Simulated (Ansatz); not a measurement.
**revPBE/def2-SVPD (core potential) run of CH6BSb (SMILES C[BH][SbH2])**

What is the electronic atomisation energy of CH6BSb at revPBE/def2-SVPD (core potential)? 

Program for the calculation: Ansatz 0.2.0.

29 further runs of the same task are left out: 29 set aside as unsound or not needed.

### Step 1. The molecule

CH6BSb has 9 atoms, charge 0, and is taken as a singlet. SMILES: `C[BH][SbH2]`. The shape is that of a PBE0-D4/def2-TZVP optimisation. This is one conformer, not always the lowest.

Bond lengths: C1–B2 1.551 Å, B2–Sb3 2.227 Å, C1–H4 1.102 Å, C1–H5 1.095 Å, C1–H6 1.091 Å, B2–H7 1.199 Å, Sb3–H8 1.703 Å, Sb3–H9 1.705 Å. Some angles: C1–B2–Sb3 123.7°, C1–B2–H7 119.7°, Sb3–B2–H7 116.5°, B2–C1–H4 105.1°, B2–C1–H5 112.5°, B2–C1–H6 116.5°, B2–Sb3–H8 95.0°, B2–Sb3–H9 95.1°, H4–C1–H5 104.9°, H4–C1–H6 107.2°.

### Step 2. A single-point energy at revPBE/def2-SVPD (core potential)

The input, in.yaml:

```yaml
crystal:
  periodic: [false, false, false]
  atoms:
    - symbol: C
      position_ang: [-0.696500, 0.976700, -0.600500]
    - symbol: B
      position_ang: [0.386200, -0.132200, -0.547000]
    - symbol: Sb
      position_ang: [1.415200, -0.767000, 1.323700]
    - symbol: H
      position_ang: [-1.637800, 0.449300, -0.824500]
    - symbol: H
      position_ang: [-0.551700, 1.662600, -1.441500]
    - symbol: H
      position_ang: [-0.856700, 1.545300, 0.316400]
    - symbol: H
      position_ang: [0.752700, -0.653500, -1.562200]
    - symbol: H
      position_ang: [1.258000, -2.435000, 1.019200]
    - symbol: H
      position_ang: [0.019000, -0.692400, 2.299200]
basis:
  gaussian:
    orbitals: def2-SVPD
hamiltonian:
  xc: {name: revPBE}
accuracy: high
output:
  orbitals: {seedname: orbitals}
```

Launch:

```bash
$ ansatz run in.yaml --threads 1 --pin off --max-ram 3480MiB --events-out events.jsonl --progress --plain --runs-dir runs
```

The log of the run:

```text
Warning: RAYON_NUM_THREADS=1 ignored (pool sized by the plan → 1); use --threads N
Functional definition: revPBE
  name "revPBE"
  parameter kappa = 1.245
  parameter beta = 0.06672455060314922
  exchange = pbe_x(kappa = kappa, mu = beta*pi^2/3)
  correlation = pbe_c(beta = beta)
2646 factors; integrals over basis functions are off by at most 3.3e-9 eV
mean field evaluation 1: about -8339.6469 eV, gradient 5.3e1 eV
mean field evaluation 2: about -8321.9691 eV, gradient 8.8e1 eV
mean field evaluation 4: about -8347.0657 eV, gradient 8.9e0 eV
mean field evaluation 8: about -8347.3664 eV, gradient 8.8e-2 eV
mean field evaluation 16: about -8347.3664 eV, gradient 1.9e-5 eV
mean field -8347.36642555 eV, -306.7600580907 hartree, gradient 4.9e-8 eV, S^2 0.000000; 0 other end points of the search recorded, 0 dependent functions left out
reference -8347.36643123 eV, -306.7600582994 hartree; 20, 20 occupied and 100, 100 virtual orbitals, 2646 factors
Total energy: -8347.36643123 eV, -306.7600582994 hartree
```

Run time: 12 s. Hardware: 1 thread of Arm Neoverse V2, shared host; peak memory 0.39 GiB.

### Step 3. The B atom

The input, molecule.yaml:

```yaml
basis:
  gaussian:
    orbitals: def2-SVPD
crystal:
  periodic: [false, false, false]
  atoms:
    - {symbol: B, position_ang: [0.000000, 0.000000, 0.000000]}
magnetization:
  spin_polarized: true
  initial_magnetization: 1
accuracy: high
hamiltonian:
  xc: {name: revPBE}
```

Run the same way, it converges to -24.62497 Eh (log not shown).

### Step 4. The C atom

The input, run.yaml:

```yaml
basis:
  gaussian:
    orbitals: def2-SVPD
crystal:
  periodic: [false, false, false]
  atoms:
    - {symbol: C, position_ang: [0.000000, 0.000000, 0.000000]}
magnetization:
  spin_polarized: true
  initial_magnetization: 2
hamiltonian:
  xc: {name: revPBE}
accuracy: high
```

Run the same way, it converges to -37.80194 Eh (log not shown).

### Step 5. The H atom

The input, in.yaml:

```yaml
crystal:
  periodic: [false, false, false]
  atoms:
    - {symbol: H, position_ang: [0.000000, 0.000000, 0.000000]}
basis:
  gaussian:
    orbitals: def2-SVPD
magnetization:
  spin_polarized: true
  initial_magnetization: 1
hamiltonian:
  xc: {name: revPBE}
accuracy: high
```

Run the same way, it converges to -0.50319 Eh (log not shown).

### Step 6. The Sb atom

The input, in.yaml:

```yaml
crystal:
  periodic: [false, false, false]
  atoms:
    - {symbol: Sb, position_ang: [0.000000, 0.000000, 0.000000]}
basis:
  gaussian:
    orbitals: def2-SVPD
magnetization:
  spin_polarized: true
  initial_magnetization: 3
hamiltonian:
  xc: {name: revPBE}
accuracy: high
```

Launch:

```bash
$ ansatz run in.yaml --threads 1 --pin off --max-ram 3480MiB --events-out events.jsonl --progress --plain --runs-dir runs
```

The log of the run:

```text
Warning: RAYON_NUM_THREADS=1 ignored (pool sized by the plan → 1); use --threads N
Functional definition: revPBE
  name "revPBE"
  parameter kappa = 1.245
  parameter beta = 0.06672455060314922
  exchange = pbe_x(kappa = kappa, mu = beta*pi^2/3)
  correlation = pbe_c(beta = beta)
291 factors; integrals over basis functions are off by at most 2.1e-9 eV
mean field evaluation 1: about -6537.7372 eV, gradient 2.1e0 eV
mean field evaluation 2: about -6537.7670 eV, gradient 1.6e0 eV
mean field evaluation 4: about -6537.7787 eV, gradient 1.1e-1 eV
mean field evaluation 8: about -6537.7785 eV, gradient 1.3e-4 eV
mean field -6537.77846535 eV, -240.2589271360 hartree, gradient 8.5e-10 eV, S^2 3.750969; 0 other end points of the search recorded, 0 dependent functions left out
reference -6537.77846766 eV, -240.2589272210 hartree; 13, 10 occupied and 19, 22 virtual orbitals, 291 factors
Total energy: -6537.77846766 eV, -240.2589272210 hartree
```

It took 1 s on 1 thread of Arm Neoverse V2, shared host; peak memory 0.1 GiB.

### Step 7. Outcome

Level: revPBE/def2-SVPD (core potential).

```
                     quantity          value
       molecule: total energy  -306.76006 Eh
        molecule: HOMO energy       -5.77 eV
        molecule: LUMO energy       -2.44 eV
      molecule: HOMO–LUMO gap        3.32 eV
         B atom: total energy   -24.62497 Eh
                 B atom: ⟨S²⟩          0.753
         C atom: total energy   -37.80194 Eh
                 C atom: ⟨S²⟩          2.003
         H atom: total energy    -0.50319 Eh
                 H atom: ⟨S²⟩          0.750
        Sb atom: total energy  -240.25893 Eh
                Sb atom: ⟨S²⟩          3.751
electronic atomisation energy      28.710 eV
```

In words: Taking the molecule apart into free atoms costs 28.71 eV (2770 kJ/mol), before zero-point energy and without spin-orbit coupling.
